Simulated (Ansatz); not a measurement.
CrPbO₃, space group Pm-3m: a scan of the Hubbard U, run with Ansatz's Python interface.

`plus_u_crpbo3.py`
```python
# -*- coding: utf-8 -*-
"""DFT+U scan for CrPbO3."""

import ansatz
import numpy as np


def count_gap(report):
    # lowest empty less highest filled band, counting bands; zero where they overlap
    return max(report.get("gap_by_band_count_ev") or 0.0, 0.0)

cell = (
    ansatz.Lattice.cubic(3.917057)
    .space_group(221)
    .atom("Cr", (0.0, 0.0, 0.0))
    .atom("Pb", (0.5, 0.5, 0.5))
    .atom("O", (0.0, 0.0, 0.5))
    .moments(Cr=2.1)
)

job = (
    cell.calculation()
    .functional("pbesol")
    .basis(510)
    .kpoints(length=22)
    .occupations("fermi_dirac", width=0.1)
    .spin("collinear")
    .band_table()
)
rows = []
for u in [0.0, 1.5, 3.0, 4.5, 6.0]:
    summary = job.hubbard("Cr", "d", u_eff=u).run(threads=1, backend="cpu").report
    shell = summary["hubbard"]["n_scf"]
    rows.append((u, count_gap(summary), sum(shell) / len(shell), max(abs(m) for m in summary["site_moments_mub"]), summary["n_iterations"]))
for row in rows:
    print("; ".join(f"{name} = {round(v, 4) if isinstance(v, float) else v}" for name, v in zip(["U_eff eV", "gap by band count eV", "Cr d occupation (projector)", "largest moment muB", "iterations"], row)))
```

What does raising U do here?

From U = 0 to 6 eV the largest site moment goes from 1.71 to 2.31 μB.

The run itself:

```console
$ python plus_u_crpbo3.py
U_eff eV = 0.0; gap by band count eV = 0.0; Cr d occupation (projector) = 4.3747; largest moment muB = 1.7071; iterations = 11
U_eff eV = 1.5; gap by band count eV = 0.0; Cr d occupation (projector) = 4.3398; largest moment muB = 1.8787; iterations = 17
U_eff eV = 3.0; gap by band count eV = 0.0; Cr d occupation (projector) = 4.3071; largest moment muB = 2.0502; iterations = 18
U_eff eV = 4.5; gap by band count eV = 0.0; Cr d occupation (projector) = 4.2752; largest moment muB = 2.1993; iterations = 15
U_eff eV = 6.0; gap by band count eV = 0.0; Cr d occupation (projector) = 4.2405; largest moment muB = 2.3125; iterations = 16
```

Notes:
- Other magnetic orders than the one started from may lie lower.
- The mesh is modest for a metal, so energies can be off by several to tens of meV an atom and pressures by half a GPa or more; differences at equal mesh fare better.
- A gap by band count of zero or less means overlapping bands, a metal.
- With one magnetic atom the cell can hold only ferromagnetic order.
- This cell is a computed structure, which may not be the phase found in nature.
- Gaps and levels are Kohn-Sham values on a finite set of k-points, without spin-orbit coupling.
- Shell occupations and the effect of U depend on the projectors; a run with no .spin step is spin-unpolarised, and each U may end in a state that isn't the lowest.
- Timing: 54 s on 1 thread of Arm Neoverse V1 (shared host), peak memory 0.74 GiB.
